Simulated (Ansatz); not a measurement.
# C2H9BO2Si: the cost of one run

Program: Ansatz 0.2.0. Level of theory: RKS revPBE-D4/def2-SVP. These are calculated values, not measurements.

### Step 1. The starting structure

Bond lengths: C1–C2 1.507 Å, C2–Si3 1.850 Å, C2–B4 1.581 Å, B4–O5 1.428 Å, B4–O6 1.516 Å, C1–H7 1.151 Å, C1–H8 1.065 Å, C1–H9 1.149 Å, C2–H10 1.121 Å, Si3–H11 1.511 Å, Si3–H12 1.475 Å, Si3–H13 1.489 Å, O5–H14 0.980 Å, O6–H15 0.965 Å. Angles (14 of 23 angles, heavy atoms first): C1–C2–Si3 108.3°, C1–C2–B4 116.0°, Si3–C2–B4 106.6°, C2–B4–O5 122.2°, C2–B4–O6 119.6°, O5–B4–O6 117.4°, C1–C2–H10 108.8°, Si3–C2–H10 108.3°, B4–C2–H10 108.5°, C2–C1–H7 109.5°, C2–C1–H8 113.9°, C2–C1–H9 106.9°, C2–Si3–H11 109.4°, C2–Si3–H12 111.3°.

As a file:

```xyz
15

C    -0.7320   -0.9490   -1.2026
C    -0.1634   -0.6139    0.1521
Si    1.6524   -0.3146   -0.0377
B    -0.7621    0.6679    0.8573
O    -0.4724    0.9946    2.2168
O    -1.8539    1.4617    0.1662
H    -0.6108   -0.0455   -1.9052
H    -0.2724   -1.7899   -1.6669
H    -1.8644   -1.0869   -1.0652
H    -0.3067   -1.4936    0.8318
H     2.2706   -0.0994    1.3243
H     2.3295   -1.4825   -0.6331
H     1.8666    0.8944   -0.8808
H     0.2436    1.6615    2.1622
H    -1.3464    2.1444   -0.2899
```

### Step 2. End point A

input.yaml reads:

```yaml
crystal:
  periodic: [false, false, false]
  atoms:
    - { symbol: C, position_ang: [-0.732, -0.949, -1.2026] }
    - { symbol: C, position_ang: [-0.1634, -0.6139, 0.1521] }
    - { symbol: Si, position_ang: [1.6524, -0.3146, -0.0377] }
    - { symbol: B, position_ang: [-0.7621, 0.6679, 0.8573] }
    - { symbol: O, position_ang: [-0.4724, 0.9946, 2.2168] }
    - { symbol: O, position_ang: [-1.8539, 1.4617, 0.1662] }
    - { symbol: H, position_ang: [-0.6108, -0.0455, -1.9052] }
    - { symbol: H, position_ang: [-0.2724, -1.7899, -1.6669] }
    - { symbol: H, position_ang: [-1.8644, -1.0869, -1.0652] }
    - { symbol: H, position_ang: [-0.3067, -1.4936, 0.8318] }
    - { symbol: H, position_ang: [2.2706, -0.0994, 1.3243] }
    - { symbol: H, position_ang: [2.3295, -1.4825, -0.6331] }
    - { symbol: H, position_ang: [1.8666, 0.8944, -0.8808] }
    - { symbol: H, position_ang: [0.2436, 1.6615, 2.1622] }
    - { symbol: H, position_ang: [-1.3464, 2.1444, -0.2899] }
basis:
  gaussian: { orbitals: def2-SVP }
hamiltonian:
  xc: revpbe
  dispersion: d4
relax:
  f_tol: 0.015
  max_steps: 40
output:
  orbitals: {}
```

On the command line:

```bash
> ansatz run input.yaml --threads 2 --pin off --max-ram 3072MiB --backend cpu --events-out ev --progress --plain --runs-dir out
```

What time and memory should one allow on 2 threads of Arm Neoverse V2, shared host?

About 59 s, with a peak of 0.18 GiB.
